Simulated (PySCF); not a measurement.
# [Ce(S2)]+: other functionals and bases at one geometry

How far do other levels of theory move the description of [Ce(S2)]+, and what does each cost? It is a constructed species; whether it can be made isn't addressed.

The runs use PySCF 2.14.0; several levels, as the steps say, no spin–orbit coupling.

4 further runs of the same task are left out: 2 for a known fault of the program, 1 that didn't finish, 1 set aside as unsound or not needed.

### Step 1. Starting geometry

3 atoms, charge 1, spin multiplicity 1.

Bond lengths: Ce1–S2 2.559 Å, Ce1–S3 2.559 Å, S2–S3 2.159 Å. Angles: S2–Ce1–S3 49.9°, Ce1–S2–S3 65.0°, Ce1–S3–S2 65.0°.

Geometry (Å):

```xyz
3

Ce    0.0000    0.0000   -0.6283
S     1.0797    0.0000    1.6917
S    -1.0797    0.0000    1.6917
```

Formal oxidation states: Ce +3. Each metal's 1 4f electrons lie in its core potential, so multiplicities, spins and levels count the valence alone. An earlier session relaxed this geometry at TPSS, Ce lcecp-1-SVP with ECP47, S def2-SVP (singlet, point group C2v).

At TPSS on the finer grid: E = -828.267796 Eh, HOMO -9.73 eV, LUMO -7.67 eV, Mulliken charge on Ce1 +1.21 e, largest force component 0.001 eV/Å. 

Levels to run: B3LYP; TPSSh; M06-L; r2SCAN; TPSS, TZVP. Hardware: 2 threads of Intel Xeon 6975P-C (Granite Rapids), shared host.

### Step 2. B3LYP

Contents of run.py (the lines that set the calculation):

```python
mol = gto.M(atom='''
Ce     0.00000     0.00000    -0.62828
S      1.07971     0.00000     1.69173
S     -1.07971     0.00000     1.69173''',
    basis={'Ce': 'lcecp-1-SVP', 'S': 'def2-SVP'},
    ecp={'Ce': 'lcecp-1-SVP'},
    charge=1, spin=0)
mf = dft.RKS(mol, xc='B3LYP')
mf.grids.atom_grid = (75, 302)  # f atoms: unpruned, at least (60, 302)
mf = mf.density_fit()  # fitting sets: Ce AutoAux, S def2-universal-JKFIT
mf.conv_tol = 1e-08; mf.max_cycle = 55
mf.kernel(dm0)  # dm0: the density of the relaxed state
```

Started as:

```
> OMP_NUM_THREADS=2 python run.py
```

### Step 3. TPSSh

run.py (the lines that set the calculation): that of step 2 with these lines changed.

```diff
@@ -7,3 +7,3 @@
     charge=1, spin=0)
-mf = dft.RKS(mol, xc='B3LYP')
+mf = dft.RKS(mol, xc='TPSSH')
 mf.grids.atom_grid = (75, 302)  # f atoms: unpruned, at least (60, 302)
```

### Step 4. M06-L

run.py (the lines that set the calculation): that of step 3 with these lines changed.

```diff
@@ -7,3 +7,3 @@
     charge=1, spin=0)
-mf = dft.RKS(mol, xc='TPSSH')
+mf = dft.RKS(mol, xc='M06L')
 mf.grids.atom_grid = (75, 302)  # f atoms: unpruned, at least (60, 302)
```

### Step 5. r2SCAN

run.py (the lines that set the calculation): that of step 4 with these lines changed.

```diff
@@ -7,3 +7,3 @@
     charge=1, spin=0)
-mf = dft.RKS(mol, xc='M06L')
+mf = dft.RKS(mol, xc='R2SCAN')
 mf.grids.atom_grid = (75, 302)  # f atoms: unpruned, at least (60, 302)
```

### Step 6. TPSS, TZVP

Basis: Ce lcecp-1-TZVP with ECP47, S def2-TZVP. 

Contents of run.py (the lines that set the calculation):

```python
mol = gto.M(atom='''
Ce     0.00000     0.00000    -0.62828
S      1.07971     0.00000     1.69173
S     -1.07971     0.00000     1.69173''',
    basis={'Ce': 'lcecp-1-TZVP', 'S': 'def2-TZVP'},
    ecp={'Ce': 'lcecp-1-TZVP'},
    charge=1, spin=0)
mf = dft.RKS(mol, xc='TPSS')
mf.grids.atom_grid = (75, 302)  # f atoms: unpruned, at least (60, 302)
mf = mf.density_fit()  # fitting sets: Ce AutoAux, S def2-universal-JKFIT
mf.conv_tol = 1e-08; mf.max_cycle = 55
mf.kernel(dm0)  # dm0: free metal ions and neutral atoms
```

**Question.** What will these runs give? Wanted: for each run, HOMO; gap; charge on Ce1; dipole; largest force.

The runs gave:

| level | state | HOMO (eV) | gap (eV) | charge on Ce1 (e) | dipole (D) | largest force (eV/Å) | basis functions | time |
| --- | --- | --- | --- | --- | --- | --- | --- | --- |
| TPSS (relaxed here) | singlet | -9.73 | 2.06 | 1.21 | 8.11 | 0.00 | 69 | 6.6 s |
| B3LYP | singlet | -10.38 | 2.95 | 1.17 | 8.16 | 0.13 | 69 | 1.6 s |
| TPSSh | singlet | -10.09 | 2.68 | 1.24 | 8.42 | 0.20 | 69 | 2.1 s |
| M06-L | singlet | -9.69 | 2.52 | 1.34 | 8.74 | 0.56 | 69 | 2.4 s |
| r2SCAN | singlet | -9.83 | 2.35 | 1.23 | 8.33 | 0.26 | 69 | 2.2 s |
| TPSS, TZVP | singlet | -9.58 | 2.04 | 1.40 | 7.96 | 0.59 | 121 | 6.4 s |

Times are on 2 threads of Intel Xeon 6975P-C (Granite Rapids), shared host; the first row also made further properties. The dipole of a charged species depends on the origin, so these sizes hold for this origin alone.

In one basis the HOMO–LUMO gap runs from 2.06 eV (TPSS) to 2.95 eV (B3LYP). The largest leftover force, 0.59 eV/Å with TPSS, TZVP, stands at a geometry relaxed at another level. The Mulliken charge on Ce spans +1.17 to +1.40 e over the levels. With 4f in the core, its levels are missing from HOMO and gap. Total energies of different levels can't be compared. Spin–orbit coupling is left out throughout.
